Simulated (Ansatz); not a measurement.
# CH₃FSSi: taking an electron away

Aim: the vertical ionisation energy of CH₃FSSi, as cation minus neutral at the neutral's geometry, on several levels, and how well −ε(HOMO) stands in for it.

The runs use Ansatz 0.2.0, Gaussian basis; unrestricted cation, the program's frozen cores in correlated methods.

Levels to be run: UKS PBE-D4/def2-TZVPP; UKS r2SCAN-D4/def2-TZVPP; UKS PBE0-D4/def2-TZVPP; UKS B3LYP-D4/def2-TZVPP; UKS wB97X-V/def2-TZVPP; UKS wB97M-V/def2-TZVPP; UKS B2PLYP/def2-TZVPP; UHF-CCSD(T)/def2-TZVPP; UHF-MP2/def2-QZVPP; extrapolation to the limit; then −ε(HOMO) from the neutral's earlier runs with LDA (SPW92), PBE-D4, revPBE-D4, BLYP-D4, r2SCAN-D4, B97M-V, PBE0-D4, B3LYP-D4, r2SCANh-D4, r2SCAN0-D4, HSE06-D4, BHLYP-D4, CAM-B3LYP-D4, LC-ωPBE, ωB97X-V, ωB97M-V.

### 1 The geometry

The geometry comes from an earlier relaxation with PBE0-D4 in a triple-zeta def2 set; it is a stationary point, not always the lowest conformer.

SMILES `FC1[SiH2]S1`, 7 atoms, charge 0, spin multiplicity 1.

Atoms are counted from 1 here; the program's logs count them from 0.

Bond lengths: F1–C2 1.366 Å, C2–Si3 1.856 Å, C2–S4 1.839 Å, C2–H5 1.087 Å, Si3–S4 2.095 Å, Si3–H6 1.477 Å, Si3–H7 1.480 Å. Angles: F1–C2–Si3 119.7°, F1–C2–S4 114.8°, F1–C2–H5 109.9°, Si3–C2–S4 69.1°, Si3–C2–H5 123.7°, S4–C2–H5 112.9°, C2–Si3–S4 55.1°, C2–Si3–H6 117.5°, C2–Si3–H7 120.9°, S4–Si3–H6 118.5°, S4–Si3–H7 118.9°, H6–Si3–H7 113.9°, C2–S4–Si3 55.8°.

### 2 Cation, UKS PBE-D4/def2-TZVPP

The input, in.yaml:

```yaml
crystal:
  periodic: [false, false, false]
  atoms:
    - {symbol: F, position_ang: [-1.909019, 0.103097, 0.435699]}
    - {symbol: C, position_ang: [-0.813138, 0.144105, -0.378074]}
    - {symbol: Si, position_ang: [0.883107, -0.025620, 0.355103]}
    - {symbol: S, position_ang: [-0.085407, -1.497257, -0.777921]}
    - {symbol: H, position_ang: [-1.031660, 0.735837, -1.262872]}
    - {symbol: H, position_ang: [0.977535, -0.211915, 1.817346]}
    - {symbol: H, position_ang: [2.039781, 0.683753, -0.234981]}
basis:
  gaussian: {orbitals: def2-TZVPP}
total_charge: 1
magnetization: {spin_polarized: true, initial_magnetization: 1}
hamiltonian: {xc: pbe, dispersion: d4}
```

After this run come: Cation, UKS r2SCAN-D4/def2-TZVPP; Cation, UKS PBE0-D4/def2-TZVPP; Cation, UKS B3LYP-D4/def2-TZVPP; Cation, UKS wB97X-V/def2-TZVPP; Cation, UKS wB97M-V/def2-TZVPP; Cation, UKS B2PLYP (frozen core)/def2-TZVPP; Cation, UHF-CCSD(T)/def2-TZVPP; Cation, UHF-MP2/def2-QZVPP.

**Question.** What will the summary of the whole plan be? Wanted: ionisation energy, CCSD(T)/CBS; nearest functional by difference; nearest −ε(HOMO); −ε(HOMO) of PBE; T1 of the cation.

As calculated:

| quantity | value |
| --- | --- |
| ionisation energy, CCSD(T)/CBS | 9.95 eV |
| nearest functional by difference | ωB97X-V (-0.17 eV) |
| nearest −ε(HOMO) | ωB97X-V (-0.11 eV) |
| −ε(HOMO) of PBE | 6.32 eV |
| T1 of the cation | 0.030 |

In words: By cation minus neutral, the functionals miss by 0.44 eV at most. The PBE orbital energy is 3.6 eV too small: a semilocal HOMO is no ionisation energy. Among orbital estimates ωB97X-V comes nearest. Hartree-Fock falls 1.28 eV short, as the neutral has more correlation energy than the cation. The cation's T1 (from the report) is 0.030, near the customary mark of 0.045 for open shells, so the coupled-cluster value is less safe.
